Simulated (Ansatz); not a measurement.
**ZnIF (SMILES [F][Zn][I]): single points off equilibrium**

How do the functionals fare away from a minimum? The structure is a structure displaced at random from a GFN2-xTB minimum.

Program: Ansatz 0.2.0, Gaussian basis. Level of theory: single points in def2-TZVPP. These are calculated values, not measurements.

Cores are frozen in the correlated methods. The 3s and 3p shells of Cu and Zn are frozen; filled d shells are correlated. Core potentials replace the inner electrons past krypton, and spin-orbit coupling is left out.

## (1) Where the work starts

SMILES `[F][Zn][I]`, 3 atoms, charge 0, spin multiplicity 1.

Atoms are counted from 1 here; the program's logs count them from 0.

Bond lengths: F1–Zn2 1.756 Å, Zn2–I3 2.335 Å. Angles: F1–Zn2–I3 137.5°.

Geometry (Å):

```
F    -1.5498    0.5429   -0.7855
Zn   -0.0121    0.5120    0.0629
I     1.5324   -1.0920    0.7672
```

## (2) CCSD(T)/def2-TZVPP

run/in.yaml reads:

```yaml
crystal:
  periodic: [false, false, false]
  atoms:
    - {symbol: F, position_ang: [-1.549800, 0.542900, -0.785500]}
    - {symbol: Zn, position_ang: [-0.012100, 0.512000, 0.062900]}
    - {symbol: I, position_ang: [1.532400, -1.092000, 0.767200]}
basis:
  gaussian: {orbitals: def2-TZVPP}
correlation: {method: ccsd_t, frozen_orbitals: {F: 1, I: 4, Zn: 9}}
output: {forces: true}
```

The command line of these runs was not kept.

## (3) PBE0-D4/def2-TZVPP

Edit run/in.yaml of step 2 so:

```diff
@@ -8,3 +8,3 @@
   gaussian: {orbitals: def2-TZVPP}
-correlation: {method: ccsd_t, frozen_orbitals: {F: 1, I: 4, Zn: 9}}
-output: {forces: true}
+hamiltonian: {xc: pbe0, dispersion: d4}
+output: {forces: true, orbitals: {seedname: orbitals}}
```

## (4) wB97M-V/def2-TZVPP

Edit run/in.yaml of step 3 so:

```diff
@@ -8,3 +8,3 @@
   gaussian: {orbitals: def2-TZVPP}
-hamiltonian: {xc: pbe0, dispersion: d4}
-output: {forces: true, orbitals: {seedname: orbitals}}
+hamiltonian: {xc: {name: wB97M-V}}
+output: {forces: true}
```

## (5) r2SCAN-D4/def2-TZVPP

Edit run/in.yaml of step 4 so:

```diff
@@ -8,3 +8,3 @@
   gaussian: {orbitals: def2-TZVPP}
-hamiltonian: {xc: {name: wB97M-V}}
+hamiltonian: {xc: r2scan, dispersion: d4}
 output: {forces: true}
```

## (6) PBE-D4/def2-TZVPP

Edit run/in.yaml of step 5 so:

```diff
@@ -8,3 +8,3 @@
   gaussian: {orbitals: def2-TZVPP}
-hamiltonian: {xc: r2scan, dispersion: d4}
+hamiltonian: {xc: pbe, dispersion: d4}
 output: {forces: true}
```

## (7) wB97X-V/def2-TZVPP

Edit run/in.yaml of step 6 so:

```diff
@@ -8,3 +8,3 @@
   gaussian: {orbitals: def2-TZVPP}
-hamiltonian: {xc: pbe, dispersion: d4}
+hamiltonian: {xc: {name: wB97X-V}}
 output: {forces: true}
```

## (8) r2SCANh-D4/def2-TZVPP

Edit run/in.yaml of step 7 so:

```diff
@@ -8,3 +8,3 @@
   gaussian: {orbitals: def2-TZVPP}
-hamiltonian: {xc: {name: wB97X-V}}
+hamiltonian: {xc: {name: r2SCANh}, dispersion: d4}
 output: {forces: true}
```

(Steps that only read results are left out.)

What does the calculation give? Wanted: energy less free atoms, CCSD(T)/def2-TZVPP; RMS force component; RMS force error; HOMO and LUMO, PBE0-D4; T1 diagnostic.

As calculated:

| quantity | value |
| --- | --- |
| energy less free atoms, CCSD(T)/def2-TZVPP | -570.3 kJ/mol |
| RMS force component | 0.523 to 0.606 eV/Å over the methods |
| RMS force error | PBE0-D4 0.073, wB97M-V 0.122, r2SCAN-D4 0.124, PBE-D4 0.195, wB97X-V 0.110, r2SCANh-D4 0.122 eV/Å |
| HOMO and LUMO, PBE0-D4 | -8.09 and -2.72 eV |
| T1 diagnostic | 0.014 |

**Reading.** Against CCSD(T) the functionals' energies less atoms differ by -40.3 to -14.7 kJ/mol, PBE-D4 by -36.6 kJ/mol. A larger basis would deepen the CCSD(T) value, while the functionals are nearly converged already, so the order here is not reliable. For forces PBE0-D4 does best and PBE-D4 worst. Frozen-core CCSD(T) forces in triple zeta carry basis errors of their own, and this is one geometry, so small gaps rank nothing.
